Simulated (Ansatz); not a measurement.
Crystal: MnAu3.

```
Au Mn
1.0
     1.52620    0.88115    8.77497
    -1.52620    0.88115    8.77497
     0.00000   -1.76231    8.77497
Au Mn
3 1
Direct
  0.74399 0.74399 0.74399
  0.50000 0.50000 0.50000
  0.25601 0.25601 0.25601
  0.00000 0.00000 0.00000
```

The cell comes from a database or a generator and needn't be the stable form of this composition.

Base run:

| Property | Result |
| --- | --- |
| Program | Ansatz 0.2.0 |
| Functional | PBEsol |
| Potentials or basis | all-electron LAPW, scalar-relativistic |
| Cutoff | 251 eV (chosen from the basis error) |
| Basis error allowed | 0.002 eV/atom |
| k mesh | 10 × 10 × 10 |
| Occupations | fermi-dirac, width 0.05 eV |
| Spin | collinear spin, ferromagnetic start |
| Starting moments | [0.0, 0.0, 0.0, 4.0] μB |

Its results: pressure -7.8 GPa; net moment 4.07 μB per cell; site moments Au +0.06, -0.01; Mn +3.87 μB; largest force 0.090 eV/Å.

Question: The run is repeated on the same cell with these changes: functional from PBEsol to LDA. What comes out?

Answer: Pressure -12.3 GPa; net moment 4.01 μB per cell; site moments Au +0.06, -0.01; Mn +3.80 μB; largest force 0.007 eV/Å.

LDA binds more tightly than PBEsol, so the same cell stands under less pressure.
